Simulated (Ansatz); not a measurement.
The same calculation of C3H8BN, SMILES BC(=N)CC as a Python script and as an input file (the Ansatz DFT code, driven from Python).

`c3h8bn.py`:
```python
"""Relax the C3H8BN molecule."""

import warnings

import ansatz as az
import numpy as np


def main() -> None:
    warnings.simplefilter("ignore", az.DeckWarning)

    geometry_ang = [
        ("B", (-1.4421, 0.798, 1.1084)),
        ("C", (-0.905, -0.1647, 0.0461)),
        ("N", (-1.6509, -0.4887, -0.9818)),
        ("C", (0.5823, -0.6675, 0.1919)),
        ("C", (1.4953, 0.2054, -0.5718)),
        ("H", (-0.8401, 1.2058, 2.0186)),
        ("H", (-2.5588, 1.2696, 0.9694)),
        ("H", (-1.2258, -1.111, -1.7031)),
        ("H", (0.7966, -0.6991, 1.3119)),
        ("H", (0.5776, -1.7131, -0.1782)),
        ("H", (1.4532, 1.247, -0.1277)),
        ("H", (2.5415, -0.1788, -0.4163)),
        ("H", (1.1968, 0.2622, -1.6527)),
    ]
    system = az.Crystal.molecule()
    for symbol, xyz in geometry_ang:
        system = system.atom(symbol, xyz)

    base = (
        system.calculation()
        .basis(gaussian="def2-SVP")
        .functional("pbe", dispersion="d3bj")
    )
    symbols = [site.symbol for site in system.cartesian_sites]
    start = np.array([site.position_ang for site in system.cartesian_sites], dtype=float)
    def progress(event):
        if event["event"] == "relax_step":
            row = event["data"]
            print(f"step {row['step']:3d}  E = {row['lagrangian_ev']:.6f} eV  max force {row['allowed_force_max_ev_ang']:.4f} eV/A")


    summary = base.relax(force_tolerance=0.005).session().plan().execute(on_event=progress).report
    end = np.array(summary["positions_ang"])

    print(f"E = {summary['free_energy_ev']:.6f} eV = {summary['free_energy_ev'] / 27.211386246:.7f} Ha")
    print("converged:", summary["converged"], " doubts:", summary["published_state_doubts"] or "none")

    print("bond        before    after (A)")
    for i, j in [(0, 1), (0, 5), (0, 6), (1, 2), (1, 3), (2, 7), (3, 4), (3, 8), (3, 9), (4, 10), (4, 11), (4, 12)]:
        d0, d1 = (np.linalg.norm(xyz[i] - xyz[j]) for xyz in (start, end))
        print(f"{symbols[i]}{i}-{symbols[j]}{j}".ljust(10), f"{d0:8.4f} {d1:8.4f}")
    for i, j, k in [(1, 0, 5), (1, 0, 6), (5, 0, 6), (0, 1, 2), (0, 1, 3), (2, 1, 3), (1, 2, 7), (1, 3, 4)]:
        u, v = end[i] - end[j], end[k] - end[j]
        print(f"angle {symbols[i]}{i}-{symbols[j]}{j}-{symbols[k]}{k}: {np.degrees(np.arccos(np.clip(u @ v / np.linalg.norm(u) / np.linalg.norm(v), -1, 1))):.2f} deg")


if __name__ == "__main__":
    main()
```

```console
$ python c3h8bn.py
step   1  E = -5394.736396 eV  max force 2.4703 eV/A
step   2  E = -5394.992414 eV  max force 1.2639 eV/A
step   3  E = -5395.033674 eV  max force 0.5407 eV/A
step   4  E = -5395.044363 eV  max force 0.4036 eV/A
step   5  E = -5395.065184 eV  max force 0.2338 eV/A
step   6  E = -5395.071703 eV  max force 0.2091 eV/A
step   7  E = -5395.076795 eV  max force 0.1204 eV/A
step   8  E = -5395.080723 eV  max force 0.1443 eV/A
step   9  E = -5395.083271 eV  max force 0.0885 eV/A
step  10  E = -5395.085207 eV  max force 0.0891 eV/A
step  11  E = -5395.085742 eV  max force 0.0853 eV/A
step  12  E = -5395.088227 eV  max force 0.0563 eV/A
step  13  E = -5395.093210 eV  max force 0.2163 eV/A
step  14  E = -5395.097344 eV  max force 0.2490 eV/A
step  15  E = -5395.104798 eV  max force 0.3816 eV/A
step  16  E = -5395.111521 eV  max force 0.3098 eV/A
step  17  E = -5395.117743 eV  max force 0.3102 eV/A
step  18  E = -5395.129037 eV  max force 0.2291 eV/A
step  19  E = -5395.134473 eV  max force 0.4200 eV/A
step  20  E = -5395.133405 eV  max force 0.6394 eV/A
step  21  E = -5395.154848 eV  max force 0.2263 eV/A
step  22  E = -5395.170171 eV  max force 0.2049 eV/A
step  23  E = -5395.195763 eV  max force 0.3445 eV/A
step  24  E = -5395.239122 eV  max force 0.6480 eV/A
step  25  E = -5395.295186 eV  max force 1.2612 eV/A
step  26  E = -5395.337887 eV  max force 1.5897 eV/A
step  27  E = -5394.907269 eV  max force 2.2646 eV/A
step  28  E = -5395.427212 eV  max force 0.3010 eV/A
step  29  E = -5395.415654 eV  max force 0.7114 eV/A
step  30  E = -5395.429904 eV  max force 0.2025 eV/A
step  31  E = -5395.435610 eV  max force 0.1342 eV/A
step  32  E = -5395.436186 eV  max force 0.1139 eV/A
step  33  E = -5395.436856 eV  max force 0.0608 eV/A
step  34  E = -5395.437251 eV  max force 0.0173 eV/A
step  35  E = -5395.437301 eV  max force 0.0058 eV/A
step  36  E = -5395.437312 eV  max force 0.0096 eV/A
step  37  E = -5395.437322 eV  max force 0.0057 eV/A
step  38  E = -5395.437325 eV  max force 0.0031 eV/A
E = -5395.437365 eV = -198.2786660 Ha
converged: True  doubts: none
bond        before    after (A)
B0-C1        1.5309   1.5904
B0-H5        1.1650   1.2227
B0-H6        1.2201   1.2225
C1-N2        1.3107   1.2789
C1-C3        1.5767   1.4833
N2-H7        1.0432   1.0307
C3-C4        1.4761   1.5354
C3-H8        1.1408   1.1142
C3-H9        1.1092   1.1136
C4-H10       1.1331   1.1076
C4-H11       1.1253   1.1074
C4-H12       1.1228   1.1081
angle C1-B0-H5: 118.66 deg
angle C1-B0-H6: 118.62 deg
angle H5-B0-H6: 120.02 deg
angle B0-C1-N2: 68.63 deg
angle B0-C1-C3: 158.34 deg
angle N2-C1-C3: 133.02 deg
angle C1-N2-H7: 131.85 deg
angle C1-C3-C4: 112.78 deg
```

`input.yaml`:
```yaml
crystal:
  periodic: [false, false, false]
  atoms:
    - { symbol: B, position_ang: [-1.4421, 0.798, 1.1084] }
    - { symbol: C, position_ang: [-0.905, -0.1647, 0.0461] }
    - { symbol: "N", position_ang: [-1.6509, -0.4887, -0.9818] }
    - { symbol: C, position_ang: [0.5823, -0.6675, 0.1919] }
    - { symbol: C, position_ang: [1.4953, 0.2054, -0.5718] }
    - { symbol: H, position_ang: [-0.8401, 1.2058, 2.0186] }
    - { symbol: H, position_ang: [-2.5588, 1.2696, 0.9694] }
    - { symbol: H, position_ang: [-1.2258, -1.111, -1.7031] }
    - { symbol: H, position_ang: [0.7966, -0.6991, 1.3119] }
    - { symbol: H, position_ang: [0.5776, -1.7131, -0.1782] }
    - { symbol: H, position_ang: [1.4532, 1.247, -0.1277] }
    - { symbol: H, position_ang: [2.5415, -0.1788, -0.4163] }
    - { symbol: H, position_ang: [1.1968, 0.2622, -1.6527] }
basis:
  gaussian:
    orbitals: def2-SVP
hamiltonian:
  xc: pbe
  dispersion: d3bj
relax:
  f_tol: 0.005
```

Total energies depend on the basis set; only differences at equal settings carry meaning. The end point is the stationary point reached from this start; no frequency run checks that it is a minimum, and the basis set is modest. The bonding changed during the relaxation, so the end is another isomer than the start names. It ran for 4.1 min on 1 thread of Arm Neoverse N1, with other jobs on the host, peak memory 0.21 GiB.

(Lines on the test bed's own set-up are left out of the output.)
